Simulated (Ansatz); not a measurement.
Run this with Ansatz 0.2.0 through its Python package and show what comes out.

The script, `run_methods.py`:
```python
"""CH7AlSi2 at several levels of theory."""

from pathlib import Path

import ansatz as az
import numpy as np


def main() -> None:
    geometry_ang = [
        ("Si", (-1.2307, 2.0881, -0.6237)),
        ("Al", (0.0878, 0.3722, 0.1374)),
        ("C", (0.3051, -1.285, 1.1465)),
        ("Si", (1.4801, -1.553, -0.3469)),
        ("H", (-2.4191, 1.5658, -1.391)),
        ("H", (-1.7695, 2.9282, 0.5097)),
        ("H", (-0.4725, 3.0078, -1.522)),
        ("H", (0.9619, -1.1686, 2.0905)),
        ("H", (-0.544, -1.936, 1.2433)),
        ("H", (2.8435, -1.4957, -0.0073)),
        ("H", (0.8229, -2.5807, -1.216)),
    ]
    ch7alsi2 = az.Crystal.molecule()
    for symbol, xyz in geometry_ang:
        ch7alsi2 = ch7alsi2.atom(symbol, xyz)

    model = ch7alsi2.calculation().basis(gaussian="cc-pVDZ")

    print("functional    E (Ha)        dipole (D)   HOMO (eV)  LUMO (eV)")
    for name in ["revpbe", "r2scan0", "r2scan", "pbe"]:
        summary = model.functional(name).forces().orbitals().run(threads=1, runs_dir="runs").report
        lines = Path(summary["orbitals_path"]).read_text().splitlines()
        field_of = lambda key: [line.split("=")[1].strip() for line in lines if line.startswith(key)]
        orbitals = [(27.211386 * float(e), s, float(n)) for e, s, n in zip(field_of("Ene="), field_of("Spin="), field_of("Occup="))]
        homo = max(e for e, _, n in orbitals if n > 0.5)
        lumo = min(e for e, _, n in orbitals if n < 0.5)
        dipole = 4.803205 * np.linalg.norm(summary["charge_distribution"]["dipole_moment_e_ang"])
        print(f"{name:10s} {summary['free_energy_ev'] / 27.211386246:14.6f} {dipole:9.3f} {homo:11.3f} {lumo:10.3f}")


if __name__ == "__main__":
    main()
```

```console
$ python run_methods.py
functional    E (Ha)        dipole (D)   HOMO (eV)  LUMO (eV)
revpbe        -863.460043     1.095      -4.406     -2.855
r2scan0       -863.521387     1.163      -5.441     -2.143
r2scan        -863.534430     1.127      -4.621     -2.783
pbe           -863.139466     1.090      -4.436     -2.933
```

Caveats:
- Total energies depend on the basis set; only differences at equal settings carry meaning.
- The geometry is a force-field or estimated start, not a minimum of this method, and the basis set is short of its limit. A lower total doesn't mark the better method: functionals have no common bound, and MP2 and coupled cluster aren't variational.
- Levels such as HOMO and LUMO are orbital energies: with these approximate functionals they aren't the ionisation energy and electron affinity, and their gap isn't the fundamental gap.
- For Al to Cl the sets with a tight d function, cc-pV(X+d)Z, are usual.
- The whole script took 27 s on 1 thread of Arm Neoverse V1 (shared host), peak memory 0.3 GiB.
